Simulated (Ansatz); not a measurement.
**AsH+ (quartet): wave-function methods side by side, aug-cc-pVDZ**

Aim: climb from Hartree-Fock through coupled cluster and multireference methods for AsH+ (quartet) at one geometry and basis, and see what each rung misses.

Computed with Ansatz 0.2.0, Gaussian basis. Level: aug-cc-pVDZ, core rule «outside noble gas», up to 14 orbitals frozen.

Plan: UHF; CCSD(T) on ROHF; CCSD(T) on UHF; BCCD(T) on ROHF; CISD; CCSDT(Q) on ROHF; CCSDT(Q) on UHF; CISDTQ; CASSCF and MRCISD+Q, 5 electrons in 5 orbitals; CASSCF and NEVPT2, 5 electrons in 5 orbitals; Full CI.

25 further runs of the same task are left out: 14 that didn't finish, 11 set aside as unsound or not needed.

**1. The system**

The geometry is a PBE0/def2-TZVP stationary point (not a proven minimum) of the parent state, kept for this charge and spin. No spin-orbit coupling is included. The filled d shell of As may be among the frozen orbitals whatever the setting's name suggests; the logs give the count.

2 atoms, charge 1, spin multiplicity 4.

Atoms are counted from 1 here; the program's logs count them from 0.

Bond lengths: As1–H2 1.531 Å.

**2. UHF**

Input file in.yaml:

```yaml
crystal:
  periodic: [false, false, false]
  atoms:
    - {symbol: As, position_ang: [0.000000, 0.000000, 0.000000]}
    - {symbol: H, position_ang: [0.000000, 0.000000, 1.531400]}
basis:
  gaussian: {orbitals: aug-cc-pVDZ}
total_charge: 1
magnetization: {spin_polarized: true, initial_magnetization: 3}
hamiltonian: {xc: hf}
output: {orbitals: {seedname: orbitals}}
```

Launch:

```sh
ansatz run in.yaml --threads 1 --pin off --events-out ev --progress --plain --max-ram 2393MiB
```

Further steps of the session: CCSD(T) on ROHF; CCSD(T) on UHF; BCCD(T) on ROHF; CISD; CCSDT(Q) on ROHF; CCSDT(Q) on UHF; CISDTQ; CASSCF and MRCISD+Q, 5 electrons in 5 orbitals; CASSCF and NEVPT2, 5 electrons in 5 orbitals; Full CI.

**Question.** What will the summary of the whole plan be? Wanted: FCI below the RHF energy; RMP2 from FCI; UMP2 from FCI; RCCSD from FCI; RCCSD(T) from FCI; UCCSD(T) from FCI; RCCSDT(Q) from FCI; UCCSDT(Q) from FCI; NEVPT2 valence from FCI.

**Answer**, as computed:

```
                         quantity                                                                                               value
         FCI below the RHF energy                                                                                          -2.0623 eV
                    RMP2 from FCI                                                                                          +517.3 meV
                    UMP2 from FCI                                                                                          +506.9 meV
                   RCCSD from FCI                                                                                           +57.9 meV
                RCCSD(T) from FCI                                                                                           +13.5 meV
                UCCSD(T) from FCI                                                                                            -5.7 meV
               RCCSDT(Q) from FCI                                                                                            -0.3 meV
               UCCSDT(Q) from FCI                                                                                           -19.4 meV
          NEVPT2 valence from FCI                                                                                          +390.1 meV
        MRCISD+Q valence from FCI                                                                                           +11.3 meV
levels within 1 kcal/mol (43 meV)  UCCSD, RCCSD(T), UCCSD(T), BCCD(T), RCCSDT, UCCSDT, CISDTQ, RCCSDT(Q), UCCSDT(Q), MRCISD+Q valence
                    T1 diagnostic                                                                                               0.026
   effectively unpaired electrons                                                                                                3.02
```

**Reading.** RCCSD(T) misses by +13.5 meV, 0.7 % of the correlation energy. UCCSD(T), UCCSDT, UCCSDT(Q) fall below full CI: unrestricted runs freeze a spin-polarised core, another one than full CI's, and coupled cluster isn't variational. One determinant dominates. Of the multireference levels listed MRCISD+Q valence comes nearest in total energy (+11.3 meV), which doesn't show that its space is the better one. These misses are within one basis, not against nature; the frozen cores of restricted and unrestricted runs differ, which can shift their rows.
